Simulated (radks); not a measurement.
# Ionisation of Fe⁸⁺: one atom, several choices of relativity

An exercise on one series of results from a longer session: the logs are not shown, and one member is left open.

Method: Kohn-Sham, PBE, spin-unpolarised, spherical densities. Code: radks (a radial shooting solver on a logarithmic mesh, Libxc functionals) version 1.

### The system

- element: iron (Z = 26)
- charge: +8
- electrons: 18
- configuration: [Ar]
- ion: Fe⁹⁺, [Ne] 3s2 3p5
- choices: non-relativistic; scalar-relativistic; Dirac, 2j+1 shares; Dirac, low j first; scalar-relativistic, finite nucleus; Dirac, 2j+1 shares, finite nucleus; Dirac, c × 2; Dirac, c × 5; Dirac, c × 0.75

The first run:

Input:

```text
Z 26
configuration [Ar]
relativity non-relativistic
functional pbe,pbe
spin unpolarised
nucleus point
```

Among the steps run: non-relativistic: Fe⁸⁺.

One table of the session follows, with a row left open; its other results are not shown here.

It belongs to the step «non-relativistic: Fe⁸⁺». From the orbitals of this run (lengths in bohr):

| level | <r> | outermost maximum (interpolated) | 90 % within | nodes |
| --- | --- | --- | --- | --- |
| 1s | 0.05916 | 0.0390 | 0.105 | 0 |
| 2s | 0.2695 | 0.225 | 0.417 | 1 |
| 2p | ? | ? | ? | ? |
| 3s | 0.7538 | 0.680 | 1.11 | 2 |
| 3p | 0.7617 | 0.676 | 1.14 | 1 |

**Question.** Estimate the row for 2p.

**Answer.** <r>: 0.2363; outermost maximum (interpolated): 0.181; 90 % within: 0.386; nodes: 0. In the column «<r>» it lies between 1s (0.05916) and 2s (0.2695).

To keep in mind: Spin polarisation and multiplet splitting of open shells are left out at every level.
